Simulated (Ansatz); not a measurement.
# AsH₃+ (doublet): wave-function methods side by side at scale of all distances = 1.308, 6-31G

Aim: climb from Hartree-Fock through coupled cluster and multireference methods for AsH₃+ (doublet) at one geometry and basis, and see what each rung misses.

Computed with Ansatz 0.2.0, Gaussian basis. Level: 6-31G, core rule «outside noble gas», up to 14 orbitals frozen.

To be run: UHF; CCSD(T) on ROHF; CCSD(T) on UHF; BCCD(T) on ROHF; CISD; CCSDT(Q) on ROHF; CCSDT(Q) on UHF; CASSCF and MRCISD+Q, 3 electrons in 3 orbitals; CASSCF and NEVPT2, 3 electrons in 3 orbitals; CASSCF and MRCISD+Q, 7 electrons in 7 orbitals; CASSCF and NEVPT2, 7 electrons in 7 orbitals; Full CI.

30 further runs of the same task are left out: 1 for a known fault of the program, 28 that didn't finish, 1 set aside as unsound or not needed.

**1. The system**

The geometry derives from a PBE0/def2-TZVP stationary point (not a proven minimum). All distances are scaled together. No spin-orbit coupling is included. The filled d shell of As may be among the frozen orbitals whatever the setting's name suggests; the logs give the count.

4 atoms, charge 1, spin multiplicity 2.

Atoms are counted from 1 here; the program's logs count them from 0.

No contacts short enough for the rule that draws bonds.

**2. UHF**

in.yaml reads:

```yaml
crystal:
  periodic: [false, false, false]
  atoms:
    - {symbol: As, position_ang: [0.000071, -0.000017, -0.021177]}
    - {symbol: H, position_ang: [1.878505, 0.017985, 0.530959]}
    - {symbol: H, position_ang: [-0.957081, 1.620009, 0.520184]}
    - {symbol: H, position_ang: [-0.926681, -1.636710, 0.522941]}
basis:
  gaussian: {orbitals: 6-31G}
total_charge: 1
magnetization: {spin_polarized: true, initial_magnetization: 1}
hamiltonian: {xc: hf}
output: {orbitals: {seedname: orbitals}}
```

Started as:

```sh
$ ansatz run in.yaml --threads 1 --pin off --events-out ev --progress --plain --max-ram 2393MiB
```

The runs that follow: CCSD(T) on ROHF; CCSD(T) on UHF; BCCD(T) on ROHF; CISD; CCSDT(Q) on ROHF; CCSDT(Q) on UHF; CASSCF and MRCISD+Q, 3 electrons in 3 orbitals; CASSCF and NEVPT2, 3 electrons in 3 orbitals; CASSCF and MRCISD+Q, 7 electrons in 7 orbitals; CASSCF and NEVPT2, 7 electrons in 7 orbitals; Full CI.

Before running them: what should the planned runs give, taken together? Wanted: FCI below the RHF energy; RMP2 from FCI; UMP2 from FCI; RCCSD from FCI; RCCSD(T) from FCI; UCCSD(T) from FCI; RCCSDT(Q) from FCI; UCCSDT(Q) from FCI; NEVPT2 pair from FCI.

**Answer**, as computed:

```
                         quantity                                                                                                     value
         FCI below the RHF energy                                                                                                -3.0792 eV
                    RMP2 from FCI                                                                                             +104.3 kJ/mol
                    UMP2 from FCI                                                                                             +106.1 kJ/mol
                   RCCSD from FCI                                                                                              +11.6 kJ/mol
                RCCSD(T) from FCI                                                                                               +4.2 kJ/mol
                UCCSD(T) from FCI                                                                                               +4.1 kJ/mol
               RCCSDT(Q) from FCI                                                                                               +0.2 kJ/mol
               UCCSDT(Q) from FCI                                                                                               +0.1 kJ/mol
             NEVPT2 pair from FCI                                                                                              +80.5 kJ/mol
           MRCISD+Q pair from FCI                                                                                               -3.8 kJ/mol
          NEVPT2 valence from FCI                                                                                              +10.2 kJ/mol
levels within 1 kcal/mol (43 meV)  UCCSD(T), BCCD(T), RCCSDT, UCCSDT, RCCSDT(Q), UCCSDT(Q), MRCISD+Q pair, MRCISD valence, MRCISD+Q valence
                    T1 diagnostic                                                                                                     0.016
   effectively unpaired electrons                                                                                                      1.19
```

**Reading.** RCCSD(T) lands +4.2 kJ/mol from the yardstick (1.4 % of the correlation energy). MRCISD+Q pair falls below full CI: the +Q correction isn't variational, and the cores differ from full CI's. One determinant dominates. Of the multireference levels listed MRCISD+Q valence comes nearest in total energy (+0.5 kJ/mol), which doesn't show that its space is the better one. These misses are within one basis, not against nature; the frozen cores of restricted and unrestricted runs differ, which can shift their rows.
